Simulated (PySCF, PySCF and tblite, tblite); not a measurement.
# C₃H₁₁BN₂: a path driven as rotation about a bond, and NMR exchange, part 2 of 2

PySCF and tblite. Atoms count from 0. Earlier steps stand in the parts before.

## 9. Shieldings, end: PBE0/pcSseg-1

What the job is given:

```
{"job": {"kind": "nmr", "xc": "PBE0", "basis": "pcSseg-1", "pop": false}, "charge": 0, "multiplicity": 1}
C      2.208056     0.412069    -0.910318
N      1.571533     0.666380     0.361864
B      0.287904     0.377671     0.861878
N     -0.813005    -0.127271     0.145809
C     -0.933632    -0.278604    -1.284737
C     -1.995097    -0.602964     0.824410
H      2.102907     1.256490    -1.605138
H      1.784836    -0.476944    -1.373673
H      3.276559     0.235606    -0.763462
H      2.187303     1.154768     0.991606
H      0.134055     0.583780     2.010957
H     -1.930933     0.041960    -1.607115
H     -0.804952    -1.323816    -1.596574
H     -0.202543     0.338250    -1.796008
H     -2.156736    -1.669088     0.622824
H     -2.885269    -0.058255     0.486308
H     -1.889588    -0.466866     1.896755
```

Output:

```text
coarse grid: 13288 points
cycle   1  E = -254.9308291818  dE =  5.256e-01  |g| = 4.042e-01  |ddm| = 3.338e+00
cycle   2  E = -254.9263184095  dE =  4.511e-03  |g| = 4.506e-01  |ddm| = 8.323e-01
cycle   3  E = -254.9741887797  dE = -4.787e-02  |g| = 6.603e-02  |ddm| = 4.482e-01
cycle   4  E = -254.9750013294  dE = -8.125e-04  |g| = 1.992e-02  |ddm| = 4.975e-02
cycle   5  E = -254.9750890483  dE = -8.772e-05  |g| = 3.139e-03  |ddm| = 1.494e-02
cycle   6  E = -254.9750909496  dE = -1.901e-06  |g| = 9.636e-04  |ddm| = 2.611e-03
final grid: 125912 points
cycle   7  E = -255.0061005339  dE = -4.467e-05  |g| = 9.633e-03  |ddm| = 2.705e-02
cycle   8  E = -255.0060924705  dE =  8.063e-06  |g| = 1.143e-02  |ddm| = 1.628e-02
cycle   9  E = -255.0061232807  dE = -3.081e-05  |g| = 1.033e-03  |ddm| = 8.641e-03
cycle  10  E = -255.0061234980  dE = -2.173e-07  |g| = 2.345e-04  |ddm| = 7.111e-04
cycle  11  E = -255.0061235082  dE = -1.023e-08  |g| = 6.321e-05  |ddm| = 1.796e-04
cycle  12  E = -255.0061235091  dE = -8.674e-10  |g| = 2.418e-05  |ddm| = 6.983e-05
converged SCF energy = -255.0061235091

GIAO shielding tensors (ppm)
atom      isotropic    diamagn.    paramagn.     s11        s22        s33       span
  0 C      153.614     244.938     -91.323    132.989    146.706    181.149     48.160
  1 N      193.568     320.756    -127.188    143.557    210.489    226.657     83.100
  2 B       77.583     199.339    -121.756     45.292     86.208    101.248     55.956
  3 N      189.728     324.802    -135.074    119.730    218.398    231.055    111.325
  4 C      146.111     247.247    -101.136    123.972    133.607    180.754     56.782
  5 C      139.908     243.931    -104.023    111.800    123.517    184.407     72.607
  6 H       28.504      29.016      -0.512     24.257     26.296     34.960     10.703
  7 H       28.398      31.152      -2.754     24.165     28.722     32.307      8.142
  8 H       28.987      27.936       1.051     24.335     27.224     35.401     11.066
  9 H       29.506      32.491      -2.985     21.218     29.378     37.923     16.705
 10 H       27.967      33.721      -5.754     24.891     29.049     29.961      5.070
 11 H       29.409      30.317      -0.908     25.746     27.289     35.191      9.445
 12 H       28.728      30.580      -1.852     24.880     26.489     34.816      9.936
 13 H       28.052      32.526      -4.474     22.942     28.930     32.283      9.341
 14 H       29.011      28.974       0.037     24.946     26.834     35.252     10.307
 15 H       29.088      28.974       0.114     24.981     26.965     35.320     10.339
 16 H       28.530      29.801      -1.271     24.509     27.300     33.781      9.271
```

Run time: 23 s. Hardware: 1 thread of Arm Neoverse N1, shared host; peak memory 0.75 GiB.

This run: HOMO -5.94 eV, LUMO 1.48 eV; dipole 1.25 D.

## 10. Kinetics and line shapes

What the job is given:

```
{"job": {"smiles": "CNBN(C)C", "charge": 0, "mult": 1, "motion": "rotation", "what": "aminoborane", "atoms": [2, 1], "drives": [{"terms": [["t", [3, 2, 1, 0], 0.25], ["t", [3, 2, 1, 9], 0.25], ["t", [10, 2, 1, 0], 0.25], ["t", [10, 2, 1, 9], 0.25]], "by": 180, "n": 12}], "flip": [2, 1], "study": "path", "level": {"kind": "nmr", "xc": "PBE0", "basis": "pcSseg-1"}, "fields": [200, 250, 500], "first": 2, "seed": 277, "kind": "path"}, "charge": 0, "multiplicity": 1}
C      2.814620     0.470943    -0.205544
N      1.402400     0.412755    -0.485304
B      0.422570    -0.206382     0.304168
N     -0.944322    -0.224671    -0.031154
C     -1.543214     0.368955    -1.200215
C     -1.934048    -0.869071     0.796542
H      3.398866    -0.006998    -1.000610
H      3.016045    -0.048399     0.728604
H      3.159565     1.506898    -0.107523
H      1.168293     0.883069    -1.345855
H      0.764002    -0.735695     1.294847
H     -2.290420     1.120346    -0.914760
H     -2.050295    -0.392819    -1.806044
H     -0.791585     0.852151    -1.817707
H     -2.451088    -1.661775     0.241428
H     -2.689792    -0.148839     1.134127
H     -1.458594    -1.308441     1.668602
```

Output:

```text
stationary points (kcal/mol above the start)
  n  kind          group   xTB      DFT    lowest mode
  0  minimum      Cs       0.00     0.00      62.3
  1  saddle       C1      13.07    13.81    -154.4
  2  minimum      C1       3.25     2.89      74.3

GFN2-xTB energies: T/K, barrier G, reaction G (kcal/mol), k forward, k back (1/s)
 150.00    12.91     3.75   9.64e-07      0.141
 200.00    13.06     3.82     0.0444        329
 250.00    13.23     3.88       28.5   3.55e+04
 298.15    13.39     3.95   1.89e+03    7.4e+05
 350.00    13.58     4.02   4.81e+04   7.76e+06
 400.00    13.77     4.08   4.98e+05   4.24e+07
 500.00    14.16     4.21   1.35e+07   4.65e+08

PBE0/pcSseg-1 + D3(BJ) energies: T/K, barrier G, reaction G (kcal/mol), k forward, k back (1/s)
 150.00    13.65     3.40    8.1e-08    0.00363
 200.00    13.80     3.46    0.00694       21.2
 250.00    13.96     3.53       6.46   3.95e+03
 298.15    14.13     3.60        543   1.18e+05
 350.00    14.32     3.67   1.66e+04   1.62e+06
 400.00    14.51     3.73   1.97e+05   1.07e+07
 500.00    14.90     3.85   6.41e+06   1.55e+08
```

It took 1.8 min on 1 thread of Arm Neoverse N1, shared host; peak memory 0.75 GiB. This counts the whole study up to here.

Barriers by level (kcal/mol; entropies in cal/(mol K)). Zero-point and thermal terms come from xTB in every row. ΔG‡ leaves symmetry out; the rate counts equivalent paths (a factor of 2); effective ΔG‡, where given, is the barrier that would give that rate by Eyring's equation alone:

| level | ΔE‡ | with zero-point | ΔH‡ | ΔS‡ | ΔG‡ (298 K) | ΔE of reaction | k at 298 K (1/s) | effective ΔG‡ |
| --- | --- | --- | --- | --- | --- | --- | --- | --- |
| GFN2-xTB | 13.07 | 12.63 | 12.00 | -4.7 | 13.39 | 3.25 | 1.9e+03 | 12.98 |
| PBE0/pcSseg-1 + D3(BJ) | 13.81 | 13.37 | 12.74 | -4.7 | 14.13 | 2.89 | 5.4e+02 | 13.72 |

Sites that the driver pairs across this motion, and where their lines would merge (no couplings; faster rotations or exchange between molecules can average them sooner):

| nucleus | sites: shielding (ppm) | proton frequency (MHz) | spread (Hz) | coalescence (K) | lines at 298 K |
| --- | --- | --- | --- | --- | --- |
| 13C | C4: 149.2; C4 (end): 146.1 | 500 | 384 | not given | – |
| 13C | C0: 150.8; C0 (end): 153.6 | 500 | 351 | not given | – |
| 1H | H11, H12, H13: 29.18; H11, H12, H13 (end): 28.73 | 500 | 224 | not given | – |
| 15N | N1: 189.8; N1 (end): 193.6 | 500 | 193 | not given | – |
| 13C | C5: 141.0; C5 (end): 139.9 | 500 | 140 | not given | – |
| 1H | H9: 29.77; H9 (end): 29.51 | 500 | 130 | not given | – |
| 11B | B2: 76.8; B2 (end): 77.6 | 500 | 118 | not given | – |
| 1H | H10: 27.79; H10 (end): 27.97 | 500 | 89 | not given | – |

A dash: the driver gave no coalescence for this row (it judged the minor form too scarce).

Rows that set an atom against itself at the end compare its shielding in the two forms.

## 11. What came out

The summary covers parts 1 to 2.

| quantity | value |
| --- | --- |
| barrier (PBE0/pcSseg-1 + D3(BJ)) | ΔE‡ 13.8, ΔG‡(298 K) 14.1 kcal/mol |
| barrier (GFN2-xTB) | ΔE‡ 13.1 kcal/mol |
| rate at 298 K | 5.4e+02 s⁻¹ |
| end of the path | 2.9 kcal/mol from the start |
| stages that failed or stayed incomplete | 1 |

In words: DFT puts the top 13.8 kcal/mol above the start (xTB: 13.1); the rate from the DFT barrier is 5.4e+02 s⁻¹ at 298 K. An error of 1.4 kcal/mol changes that rate tenfold.
